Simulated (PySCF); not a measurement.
**NaI+: from the state search to spectroscopic constants**

One table from this session's results is given with a row withheld; the runs are named, their logs left out.

Computed with PySCF 2.14.0. Level: Na aug-cc-pVDZ, I aug-cc-pVDZ-PP with ECP28, scalar-relativistic core potentials.

Set-up of the first run:

The job is set up so:

```
atoms                         : Na, I
charge                        : 1
basis                         : Na aug-cc-pVDZ, I aug-cc-pVDZ-PP with ECP28
Hamiltonian                   : scalar-relativistic core potentials
basis functions               : 59
electrons treated             : 35
masses in u                   : 22.9898, 126.9045
levels                        : PBE0, PBE, r²SCAN, B2PLYP, PBEsol, PW91, HSE06, HF, MP2, SCS-MP2
grid                          : 80 radial by 434 angular points
occupations                   : held fixed by the projection of orbital angular momentum
dissociation limit            : Na+ + I, each in its ground configuration
starting distance in angstrom : 2.985
values of 2S to try           : 1, 3
```

Run with:

```
$ OMP_NUM_THREADS=1 python dia.py task.json out
```

Steps of the session up to this table: The job; PBE0 along the bond; Excited determinants; PBE (GGA); r²SCAN (meta-GGA); B2PLYP (double hybrid); PBEsol (GGA); PW91 (GGA); HSE06; UHF (mean field).

One of the session's tables, all rows but one given; the rest of the session is left out.

It belongs to the step «The curves together». Energy (eV) from each level's lowest point:

| R (Å) | UHF | UHF-MP2 | UHF-SCS-MP2 | PBE | PBEsol |
| --- | --- | --- | --- | --- | --- |
| 2.700 | 0.274 | 0.273 | 0.275 | 0.204 | 0.189 |
| 2.826 | 0.131 | 0.132 | 0.133 | 0.087 | 0.078 |
| 2.952 | 0.050 | 0.051 | 0.052 | 0.026 | 0.022 |
| 3.046 | 0.018 | 0.018 | 0.019 | 0.005 | 0.004 |
| 3.140 | 0.003 | 0.003 | 0.003 | 0.000 | 0.000 |
| 3.234 | 0.000 | 0.000 | 0.000 | 0.005 | 0.007 |
| 3.360 | ? | ? | ? | ? | ? |
| 3.517 | 0.033 | 0.036 | 0.036 | 0.059 | 0.062 |
| 3.705 | 0.070 | 0.078 | 0.077 | 0.107 | 0.111 |
| 3.956 | 0.122 | 0.136 | 0.135 | 0.172 | 0.176 |

Estimate the missing values for R (Å) = 3.360.

Worked estimate for «UHF». A straight line through the neighbours (3.234, 0.000) and (3.517, 0.033) gives 0.000 + (0.033 − 0.000) × (3.360 − 3.234) / (3.517 − 3.234) = 0.015; a parabola fitted to 4 rows on both sides gives 0.011.

As computed: UHF: 0.009; UHF-MP2: 0.010; UHF-SCS-MP2: 0.010; PBE: 0.024; PBEsol: 0.027. In «UHF» the line misses by +0.006 and the parabola by +0.002.

To keep in mind: At some levels the lowest empty orbital lies below the highest filled one (the two can be of opposite spin).
